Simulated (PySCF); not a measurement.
# A diatomic session: AgH

One job finds the state of AgH, follows it along the bond with each method and fits the curves.

The runs use PySCF 2.14.0; Ag x2c-TZVPPall, H x2c-TZVPPall, spin-free X2C with a Gaussian nucleus.

### 1 Input

Settings of the job:

```json
{
  "atoms": "Ag, H",
  "charge": "0",
  "basis": "Ag x2c-TZVPPall, H x2c-TZVPPall",
  "Hamiltonian": "spin-free X2C with a Gaussian nucleus",
  "basis functions": "93",
  "electrons treated": "48",
  "masses in u": "106.9051, 1.0078",
  "levels": "PBE0, PBE, r²SCAN, BHandHLYP, BP86, LDA, r²SCAN0, CAM-B3LYP, HF, MP2, SCS-MP2, CCSD, CCSD(T)",
  "grid": "80 radial by 434 angular points",
  "occupations": "held fixed by the projection of orbital angular momentum",
  "dissociation limit": "Ag + H, each in its ground configuration",
  "starting distance in angstrom": "1.655",
  "values of 2S to try": "0, 2, 4"
}
```

Command:

```sh
$ OMP_NUM_THREADS=1 python dia.py task.json out
```

The runs that follow: First curve: PBE0; Excited determinants; PBE; r²SCAN; BHandHLYP (global hybrid GGA); BP86; LDA (local density); r²SCAN0 (hybrid meta-GGA); CAM-B3LYP (range-separated hybrid); RHF (mean field); Adding correlation.

What does the calculation give? Wanted: for each run, Re; ωe; De; μ.

**Answer**, as computed:

Lowest PBE0 solution found, without spin–orbit coupling: ¹Σ⁺ (singlet), closed shell. The other levels ran on it alone.

```csv
level,Re (Å),ωe (cm⁻¹),De (eV),μ (D)
RHF,1.698,1607,1.22,-4.34
RHF-MP2,1.567,1927,2.27,n/a
RHF-SCS-MP2,1.587,1855,2.32,n/a
RHF-CCSD,1.613,1755,2.31,n/a
RHF-CCSD(T),1.604,1774,2.40,n/a
LDA,1.588,1863,2.95,-2.17
PBE,1.615,1765,2.42,-2.43
BP86,1.613,1777,2.57,-2.40
r²SCAN,1.606,1811,2.45,-2.72
PBE0,1.623,1761,2.27,-2.92
r²SCAN0,1.614,1793,2.32,-3.07
BHandHLYP,1.638,1732,2.20,-3.30
CAM-B3LYP,1.622,1783,2.39,-3.03
```

De is counted to Ag + H in their ground configurations. A positive dipole means Ag(−)H(+).

Differences from CCSD(T) in the same basis:

```csv
level,Re (mÅ),ωe (%)
RHF,+94,-9.4
RHF-MP2,-37,+8.7
RHF-SCS-MP2,-16,+4.6
RHF-CCSD,+9,-1.0
LDA,-16,+5.0
PBE,+12,-0.5
BP86,+9,+0.2
r²SCAN,+2,+2.1
PBE0,+19,-0.7
r²SCAN0,+10,+1.1
BHandHLYP,+34,-2.3
CAM-B3LYP,+18,+0.5
```

Against CCSD(T) in the same basis, the bond length is nearest at r²SCAN (+2 mÅ) and farthest at RHF (+94 mÅ); the wavenumber is nearest at BP86 (+0.2 %) and farthest at RHF (-9.4 %). Among the levels with a De in the table, it runs from 1.22 eV (RHF) to 2.95 eV (LDA).

Correlated steps freeze 14 core orbitals. Spin–orbit coupling is left out.
